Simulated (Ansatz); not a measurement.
# CH3InO: the cost of one run

Program: Ansatz 0.2.0. Level of theory: RKS r2SCANh-D4/def2-mTZVP. These are calculated values, not measurements.

## Step 1: The starting structure

Bond lengths: O1–C2 1.205 Å, C2–In3 1.903 Å, C2–H4 1.137 Å, In3–H5 0.831 Å, In3–H6 0.728 Å. Angles: O1–C2–In3 133.7°, O1–C2–H4 119.9°, In3–C2–H4 106.3°, C2–In3–H5 109.5°, C2–In3–H6 116.6°, H5–In3–H6 129.4°.

Coordinates:

```xyz
6

O    -1.0835   -1.4782    0.5143
C    -0.1746   -0.8509    0.0318
In    0.2545    1.0021   -0.0370
H     0.6894   -1.3964   -0.4664
H    -0.1584    1.3596   -0.6627
H     0.5147    1.2998    0.5740
```

## Step 2: Relaxing end A

input.yaml reads:

```yaml
crystal:
  periodic: [false, false, false]
  atoms:
    - { symbol: O, position_ang: [-1.0835, -1.4782, 0.5143] }
    - { symbol: C, position_ang: [-0.1746, -0.8509, 0.0318] }
    - { symbol: In, position_ang: [0.2545, 1.0021, -0.037] }
    - { symbol: H, position_ang: [0.6894, -1.3964, -0.4664] }
    - { symbol: H, position_ang: [-0.1584, 1.3596, -0.6627] }
    - { symbol: H, position_ang: [0.5147, 1.2998, 0.574] }
basis:
  gaussian: { orbitals: def2-mTZVP }
hamiltonian:
  xc: r2scanh
  dispersion: d4
relax:
  f_tol: 0.02
  max_steps: 50
```

Started as:

```
ansatz run input.yaml --threads 2 --pin off --max-ram 3072MiB --backend cpu --events-out ev --progress --plain --runs-dir out
```

**Question.** How long does this run take on 2 threads of AMD EPYC 9R45 (Zen 5), shared host, and how much memory does it need?

About 19 s, with a peak of 0.21 GiB.
